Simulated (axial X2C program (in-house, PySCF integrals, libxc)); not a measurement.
**InLi⁺: EOM-EA-CCSD levels**

Aim: EOM-EA-CCSD levels of InLi⁺, with spin–orbit coupling in the Hamiltonian from the start.

Program: an in-house X2C program for linear molecules on PySCF integrals. Level of theory: two-component X2C with atomic mean-field terms, In dyall-acv3z, Li dyall-acv3z. These are calculated values, not measurements.

### Step 1. Input

Contents of task.json:

```json
{
 "zs": [
  49,
  3
 ],
 "q": 1,
 "bas": [
  "dyall-acv3z",
  "dyall-acv3z"
 ],
 "r0": 2.75,
 "eom": "ea",
 "thr": -2.0,
 "nmax": 92,
 "grid": [
  1,
  0.96,
  1.045,
  0.92,
  1.09,
  1.15
 ]
}
```

Keys: zs atomic numbers; q charge; bas basis sets; r0 starting distance in Å; eom kind of EOM run; thr threshold in hartree for freezing inner shells (an s shell follows its p shell); nmax most natural virtual spinors; grid distances as factors.

Run with:

```sh
$ python soeom.py task.json out
```

Nuclei are Gaussian, cores are contracted, and the Gaunt term is on.

### Step 2. EOM-EA-CCSD at 3.210 Å

Reference: the closed shell InLi²⁺; 12 electrons correlated, 92 virtual spinors; roots sought by Ω: 1/2: 5, 3/2: 4, 5/2: 2, 7/2: 1.

Output:

```text
two-component X2C + atomic mean field  HF
basis functions 196  fitting functions 951  grid points 5088
iter        total energy     max residual
   1      -5882.724404436     3.66e-01
   2      -5882.742737979     7.24e-03
   3      -5882.743212330     5.45e-03
   4      -5882.743237248     9.57e-04
   5      -5882.743239734     2.90e-04
   6      -5882.743240032     8.15e-05
   7      -5882.743240061     1.37e-05
   8      -5882.743240063     5.50e-06
   9      -5882.743240063     8.14e-07
converged
one-electron -8121.75771170  Coulomb 2378.12045203  exact exchange -160.06314381  xc functional 0.00000000  nuclear repulsion 24.23334891  atomic mean-field constant -3.27618549
correlated 12  virtual 286  natural virtual 92  E(MP2) -0.468697207  MP2 remainder -0.061517124
iter   CCSD correlation   residual
   1     -0.372941916   9.66e-02
   2     -0.380957007   3.19e-02
   3     -0.381584119   1.20e-02
   4     -0.381530161   1.75e-03
   5     -0.381542933   5.73e-04
   6     -0.381540948   1.58e-04
   7     -0.381541095   3.30e-05
   8     -0.381541452   1.17e-05
   9     -0.381541310   4.63e-06
  10     -0.381541327   1.54e-06
(T) -0.006765503  T1 0.0201  D1 0.0474  max T2 0.078
EOM-EA-CCSD roots
2*Omega      energy/Eh   energy/eV  one-particle weight
    1      -0.40106420    -10.9135      0.970
    1      -0.36419372     -9.9102      0.969
    1      -0.29010388     -7.8941      0.981
    1      -0.25483853     -6.9345      0.965
    1      -0.21395394     -5.8220      0.957
    3      -0.35821161     -9.7474      0.970
    3      -0.25405169     -6.9131      0.964
    3      -0.19383461     -5.2745      0.002
    3      -0.17995931     -4.8969      0.946
    5      -0.19104648     -5.1986      0.008
    5      -0.17968170     -4.8894      0.942
    7      -0.02512949     -0.6838      0.000
```

T1 in the output is the amplitude norm over the root of the electron number; divide by √2 for the Lee–Taylor value.

```csv
Ω,binding energy (eV),above lowest (cm⁻¹),spinor,weight
1/2,10.914,0,"65% In pσ, 18% Li sσ, 8% Li pσ",0.97
1/2,9.910,8090,"83% In pπ, 9% Li pπ, 6% Li dπ",0.97
3/2,9.747,9410,"83% In pπ, 10% Li pπ, 7% Li dπ",0.97
1/2,7.894,24350,"50% Li sσ, 17% Li pσ, 14% In pσ",0.98
1/2,6.935,32090,"67% Li pπ, 20% In dπ, 9% In pπ",0.97
3/2,6.913,32270,"66% Li pπ, 20% In dπ, 10% In pπ",0.96
1/2,5.822,41070,"51% Li pσ, 27% In sσ, 9% In pσ",0.96
3/2,4.897,48530,"81% In dδ, 18% Li dδ",0.95
5/2,4.889,48590,"81% In dδ, 18% Li dδ",0.94
```

It took 12 s on 1 thread of Arm Neoverse V1, shared host; peak memory 0.73 GiB.

### Step 3. EOM-EA-CCSD at 3.082 Å

```csv
Ω,binding energy (eV),above lowest (cm⁻¹),spinor,weight
1/2,11.046,0,"66% In pσ, 17% Li sσ, 8% Li pσ",0.97
1/2,10.062,7940,"81% In pπ, 10% Li pπ, 7% Li dπ",0.97
3/2,9.900,9250,"81% In pπ, 11% Li pπ, 7% Li dπ",0.97
1/2,7.906,25330,"49% Li sσ, 19% Li pσ, 12% In pσ",0.98
1/2,6.974,32850,"64% Li pπ, 22% In dπ, 9% In pπ",0.96
3/2,6.950,33040,"63% Li pπ, 22% In dπ, 10% In pπ",0.96
1/2,5.800,42310,"43% Li pσ, 33% In sσ, 8% Li dσ",0.98
3/2,4.973,48980,"81% In dδ, 18% Li dδ",0.94
5/2,4.965,49050,"81% In dδ, 18% Li dδ",0.94
```

Wall time 19 s (1 thread of Arm Neoverse V1, shared host); peak memory 0.77 GiB.

### Step 4. EOM-EA-CCSD at 3.354 Å

```csv
Ω,binding energy (eV),above lowest (cm⁻¹),spinor,weight
1/2,10.758,0,"63% In pσ, 19% Li sσ, 9% Li pσ",0.97
1/2,9.746,8160,"85% In pπ, 8% Li pπ",0.97
3/2,9.583,9480,"85% In pπ, 9% Li pπ",0.97
1/2,7.885,23180,"51% Li sσ, 16% In pσ, 14% Li pσ",0.98
1/2,6.887,31220,"70% Li pπ, 18% In dπ, 9% In pπ",0.97
3/2,6.868,31380,"69% Li pπ, 18% In dπ, 9% In pπ",0.97
1/2,5.866,39460,"56% Li pσ, 21% In sσ, 11% In pσ",0.95
3/2,4.812,47960,"81% In dδ, 18% Li dδ",0.95
5/2,4.805,48020,"81% In dδ, 18% Li dδ",0.94
```

Wall time 12 s (1 thread of Arm Neoverse V1, shared host); peak memory 0.78 GiB.

### Step 5. EOM-EA-CCSD at 2.953 Å

```csv
Ω,binding energy (eV),above lowest (cm⁻¹),spinor,weight
1/2,11.173,0,"67% In pσ, 16% Li sσ, 8% Li pσ",0.97
1/2,10.220,7690,"79% In pπ, 11% Li pπ, 8% Li dπ",0.97
3/2,10.058,8990,"79% In pπ, 13% Li pπ, 8% Li dπ",0.97
1/2,7.921,26230,"48% Li sσ, 21% Li pσ, 11% In pσ",0.98
1/2,7.009,33580,"61% Li pπ, 24% In dπ, 10% In pπ",0.96
3/2,6.984,33790,"60% Li pπ, 24% In dπ, 10% In pπ",0.96
1/2,5.808,43270,"35% In sσ, 33% Li pσ, 12% Li sσ",0.98
3/2,5.050,49380,"81% In dδ, 19% Li dδ",0.94
5/2,5.042,49450,"80% In dδ, 19% Li dδ",0.94
```

Run time: 12 s. Hardware: 1 thread of Arm Neoverse V1, shared host; peak memory 0.79 GiB.

### Step 6. EOM-EA-CCSD at 3.499 Å

```csv
Ω,binding energy (eV),above lowest (cm⁻¹),spinor,weight
1/2,10.599,0,"62% In pσ, 20% Li sσ, 9% Li pσ",0.97
1/2,9.589,8140,"87% In pπ, 7% Li pπ",0.97
3/2,9.426,9460,"86% In pπ, 8% Li pπ",0.97
1/2,7.877,21960,"52% Li sσ, 18% In pσ, 12% Li pσ",0.98
1/2,6.837,30350,"72% Li pπ, 16% In dπ, 8% In pπ",0.97
3/2,6.820,30480,"72% Li pπ, 16% In dπ, 9% In pπ",0.97
1/2,5.915,37780,"60% Li pσ, 17% In sσ, 12% In pσ",0.95
3/2,4.728,47350,"82% In dδ, 17% Li dδ",0.95
5/2,4.721,47410,"82% In dδ, 17% Li dδ",0.94
```

Wall time 18 s (1 thread of Arm Neoverse V1, shared host); peak memory 0.79 GiB.

### Step 7. EOM-EA-CCSD at 3.692 Å

```csv
Ω,binding energy (eV),above lowest (cm⁻¹),spinor,weight
1/2,10.384,0,"60% In pσ, 21% Li sσ, 9% Li pσ",0.97
1/2,9.393,8000,89% In pπ,0.97
3/2,9.229,9320,"88% In pπ, 7% Li pπ",0.97
1/2,7.869,20280,"52% Li sσ, 21% In pσ, 9% Li pσ",0.98
1/2,6.767,29180,"76% Li pπ, 14% In dπ, 7% In pπ",0.98
3/2,6.751,29300,"75% Li pπ, 14% In dπ, 8% In pπ",0.98
1/2,5.972,35580,"64% Li pσ, 13% In sσ, 12% In pσ",0.96
3/2,4.620,46490,"82% In dδ, 17% Li dδ",0.95
5/2,4.607,46600,"82% In dδ, 17% Li dδ",0.84
```

Run time: 12 s. Hardware: 1 thread of Arm Neoverse V1, shared host; peak memory 0.79 GiB.

### Step 8. Curves of the states

Energies in eV from the lowest point of the lowest state; states are followed by energy order within each Ω.

```csv
R (Å),(1)Ω=1/2,(2)Ω=1/2,(1)Ω=3/2,(3)Ω=1/2,(4)Ω=1/2,(2)Ω=3/2,(5)Ω=1/2,(4)Ω=3/2
2.953,0.0374,0.9907,1.1524,3.2890,4.2012,4.2265,5.4020,6.1600
3.082,0.0082,0.9925,1.1548,3.1489,4.0811,4.1046,5.2546,6.0813
3.210,0.0000,1.0033,1.1661,3.0194,3.9790,4.0004,5.0915,6.0166
3.354,0.0093,1.0216,1.1847,2.8832,3.8806,3.8996,4.9013,5.9557
3.499,0.0327,1.0425,1.2059,2.7548,3.7952,3.8122,4.7172,5.9036
3.692,0.0790,1.0703,1.2340,2.5940,3.6966,3.7119,4.4908,5.8434
```

Constants where the minimum is well bracketed (masses 114.904 and 7.016 u):

```csv
state,Te (cm⁻¹),Re (Å),ωe (cm⁻¹)
(1)Ω=1/2,0,3.207,197.7
```

### Step 9. What came out

```
                     quantity                            value
       lowest root at 3.210 Å               Ω = 1/2, 10.914 eV
next root led by one particle  Ω = 1/2, about 8090 cm⁻¹ higher
          T1 of the reference                            0.014
      lowest state, Re and ωe              3.207 Å, 197.7 cm⁻¹
```

In words: The added electron is bound by 10.91 eV in a spinor of 65% In pσ, 18% Li sσ, 8% Li pσ. Errors of 0.1 to 0.3 eV are usual at this size, and roots led by higher excitations are left out, so the list is incomplete, and low states of that kind can be missing.
